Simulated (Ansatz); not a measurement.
# C3H10FNSi: the cost of one run

All numbers below are computed with Ansatz 0.2.0 (RKS B3LYP-D4/6-31G*).

### Step 1. The system as given

Bond lengths (14 of 15 bonds, heavy atoms first): C1–C2 1.560 Å, C2–C3 1.546 Å, C2–Si4 1.837 Å, Si4–N5 1.769 Å, Si4–F6 1.594 Å, C1–H7 1.119 Å, C1–H8 1.036 Å, C1–H9 1.037 Å, C2–H10 1.114 Å, C3–H11 1.059 Å, C3–H12 1.115 Å, C3–H13 1.114 Å, Si4–H14 1.493 Å, N5–H15 1.035 Å. Angles (14 of 27 angles, heavy atoms first): C1–C2–C3 110.3°, C1–C2–Si4 115.6°, C3–C2–Si4 113.2°, C2–Si4–N5 110.8°, C2–Si4–F6 112.2°, N5–Si4–F6 103.0°, C1–C2–H10 105.4°, C3–C2–H10 108.6°, Si4–C2–H10 103.0°, C2–C1–H7 107.0°, C2–C1–H8 111.4°, C2–C1–H9 109.1°, C2–C3–H11 112.3°, C2–C3–H12 108.9°.

Structure file:

```xyz
16

C     0.6353   -1.5099   -0.8089
C     0.7564   -0.1605   -0.0363
C     0.7914    1.0247   -1.0278
Si   -0.4415    0.0783    1.3363
N    -2.0906    0.2171    0.7122
F    -0.2257    1.4668    2.0880
H    -0.3358   -1.4824   -1.3642
H     0.6461   -2.3186   -0.1620
H     1.3996   -1.5715   -1.5073
H     1.7357   -0.2097    0.4925
H    -0.1212    1.1351   -1.5535
H     1.6526    0.8890   -1.7221
H     0.9654    1.9929   -0.5048
H    -0.5345   -1.0358    2.3259
H    -2.7185    0.3196    1.5288
H    -2.1374    1.1423    0.2476
```

### Step 2. Relaxing end A

Contents of input.yaml:

```yaml
crystal:
  periodic: [false, false, false]
  atoms:
    - { symbol: C, position_ang: [0.6353, -1.5099, -0.8089] }
    - { symbol: C, position_ang: [0.7564, -0.1605, -0.0363] }
    - { symbol: C, position_ang: [0.7914, 1.0247, -1.0278] }
    - { symbol: Si, position_ang: [-0.4415, 0.0783, 1.3363] }
    - { symbol: "N", position_ang: [-2.0906, 0.2171, 0.7122] }
    - { symbol: F, position_ang: [-0.2257, 1.4668, 2.088] }
    - { symbol: H, position_ang: [-0.3358, -1.4824, -1.3642] }
    - { symbol: H, position_ang: [0.6461, -2.3186, -0.162] }
    - { symbol: H, position_ang: [1.3996, -1.5715, -1.5073] }
    - { symbol: H, position_ang: [1.7357, -0.2097, 0.4925] }
    - { symbol: H, position_ang: [-0.1212, 1.1351, -1.5535] }
    - { symbol: H, position_ang: [1.6526, 0.889, -1.7221] }
    - { symbol: H, position_ang: [0.9654, 1.9929, -0.5048] }
    - { symbol: H, position_ang: [-0.5345, -1.0358, 2.3259] }
    - { symbol: H, position_ang: [-2.7185, 0.3196, 1.5288] }
    - { symbol: H, position_ang: [-2.1374, 1.1423, 0.2476] }
basis:
  gaussian: { orbitals: "6-31G*" }
hamiltonian:
  xc: b3lyp
  dispersion: d4
relax:
  f_tol: 0.015
  max_steps: 40
```

Run with:

```sh
ansatz run input.yaml --threads 2 --pin off --max-ram 3072MiB --backend cpu --events-out ev --progress --plain --runs-dir out
```

What time and memory should one allow on 2 threads of Arm Neoverse V1, shared host?

About 43 s, with a peak of 0.29 GiB.
